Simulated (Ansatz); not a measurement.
What does this script print? It uses the Python package of Ansatz (0.2.0).

`run_dimer.py`
```python
import ansatz as az

FIRST = [
    ("Br", (-1.6947, -1.2133, 0.3635)),
    ("Si", (0.1336, -0.044, 0.0578)),
    ("Br", (-0.3333, 1.83, -1.0533)),
    ("H", (1.1646, -0.8542, -0.7311)),
    ("H", (0.7297, 0.2813, 1.3631)),
]
SECOND = [
    ("Br", (-3.6238, 1.2539, -0.7805)),
    ("Si", (-4.7093, 0.1257, -2.3142)),
    ("Br", (-4.3065, -2.0541, -2.0894)),
    ("H", (-4.2845, 0.5751, -3.714)),
    ("H", (-6.1515, 0.3861, -2.1833)),
]

def energy(atoms, ghosts=()):
    molecule = az.Crystal.molecule()
    for symbol, xyz in atoms:
        molecule = molecule.atom(symbol, xyz)
    calc = (
        molecule.calculation()
        .basis(gaussian="def2-SVPD")
        .functional("b3lyp")
    )
    deck = calc.input()
    if ghosts:
        deck = deck.set(az.key.basis.gaussian.ghost_atoms, [{"symbol": s, "position_ang": list(xyz)} for s, xyz in ghosts])
    return az.Session.from_dict(deck).plan().execute().report["free_energy_ev"]

both = energy(FIRST + SECOND)
alone = energy(FIRST) + energy(SECOND)
ghosted = energy(FIRST, SECOND) + energy(SECOND, FIRST)
print(f"dimer {both:.6f} eV")
print(f"interaction, uncorrected   {96.485332 * (both - alone):8.3f} kJ/mol")
print(f"interaction, counterpoise  {96.485332 * (both - ghosted):8.3f} kJ/mol")
print(f"basis-set superposition    {96.485332 * (alone - ghosted):8.3f} kJ/mol")
```

```console
$ python run_dimer.py
dimer -295975.496961 eV
interaction, uncorrected     36.384 kJ/mol
interaction, counterpoise    40.197 kJ/mol
basis-set superposition       3.813 kJ/mol
```

Uncorrected it is 36.384 kJ/mol, with the counterpoise correction 40.197 kJ/mol; the difference, 3.81 kJ/mol, is the superposition error. In this basis both values are repulsive.

What to keep in mind:
- Total energies depend on the basis set; only differences at equal settings carry meaning.
- The dimer is a generated trial pose of unrelaxed monomers, not a minimum, so the figure is no binding energy, and the basis set is small.
- b3lyp holds the VWN-RPA fit, as in Gaussian; the form of ORCA and Turbomole is b3lyp5.
- This level lacks the dispersion part of the attraction (electrostatics and induction are there), which can decide the sign where the interaction is weak.
- Run time: 57 s on 1 thread of Intel(R) Xeon(R) Processor @ 2.30GHz, with other jobs on the host, peak memory 1.2 GiB.
